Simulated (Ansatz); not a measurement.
# Si₂H₅O₂ radical: small, medium and large basis sets

One table from this session's results is given with a row withheld; the runs are named, their logs left out.

Method: one geometry, several basis sets; program: Ansatz 0.2.0, Gaussian basis.

The runs, in order: PBE0-D4/def2-SVP; ωB97M-V/def2-SVP; PBE0-D4/def2-QZVPP; ωB97M-V/def2-QZVPP; the functionals' def2-TZVPP values are taken from earlier runs.

## The geometry

All runs share one geometry, relaxed beforehand with PBE0-D4 in a triple-zeta def2 set.

9 atoms, charge 0, spin multiplicity 2.

Atoms are counted from 1 here; the program's logs count them from 0.

Bond lengths: O1–Si2 1.647 Å, O1–H5 0.959 Å, Si2–O3 1.646 Å, Si2–Si4 2.331 Å, Si2–H6 1.484 Å, O3–H7 0.959 Å, Si4–H8 1.489 Å, Si4–H9 1.489 Å. Angles: Si2–O1–H5 117.3°, O1–Si2–O3 112.7°, O1–Si2–Si4 114.7°, O1–Si2–H6 102.7°, O3–Si2–Si4 103.3°, O3–Si2–H6 111.5°, Si4–Si2–H6 112.3°, Si2–O3–H7 117.5°, Si2–Si4–H8 115.3°, Si2–Si4–H9 114.8°, H8–Si4–H9 109.9°.

Set-up of the first run:

in.yaml

```yaml
crystal:
  periodic: [false, false, false]
  atoms:
    - {symbol: O, position_ang: [0.977778, 1.346291, -0.652926]}
    - {symbol: Si, position_ang: [0.627906, 0.002618, 0.233712]}
    - {symbol: O, position_ang: [1.015613, -1.393078, -0.547655]}
    - {symbol: Si, position_ang: [-1.631473, -0.274787, 0.734651]}
    - {symbol: H, position_ang: [0.462085, 1.496438, -1.447288]}
    - {symbol: H, position_ang: [1.454851, 0.190728, 1.451269]}
    - {symbol: H, position_ang: [1.938586, -1.537155, -0.765676]}
    - {symbol: H, position_ang: [-2.473468, -0.787491, -0.381035]}
    - {symbol: H, position_ang: [-2.283378, 0.910036, 1.357947]}
basis:
  gaussian: {orbitals: def2-SVP}
magnetization: {spin_polarized: true, initial_magnetization: 1}
hamiltonian: {xc: pbe0, dispersion: d4}
output: {orbitals: {seedname: orbitals}}
```

Among the steps run: PBE0-D4 in def2-SVP; ωB97M-V in def2-SVP; PBE0-D4 in def2-QZVPP; ωB97M-V in def2-QZVPP.

One of the session's tables, all rows but one given; the rest of the session is left out.

It belongs to the step «Functionals by basis». 

| functional | basis | HOMO (eV) | LUMO (eV) |
| --- | --- | --- | --- |
| PBE0-D4 | def2-SVP | -6.08 | -2.52 |
| PBE0-D4 | def2-TZVPP | -6.14 | -2.61 |
| PBE0-D4 | def2-QZVPP | -6.17 | -2.64 |
| ωB97M-V | def2-SVP | -7.77 | -0.83 |
| ωB97M-V | def2-TZVPP | ? | ? |
| ωB97M-V | def2-QZVPP | -7.89 | -1.08 |

Q: Estimate the row for ωB97M-V, def2-TZVPP from the others.

**Answer.** HOMO (eV): -7.86; LUMO (eV): -1.00. In the column «HOMO (eV)» it lies between ωB97M-V, def2-QZVPP (-7.89) and ωB97M-V, def2-SVP (-7.77).
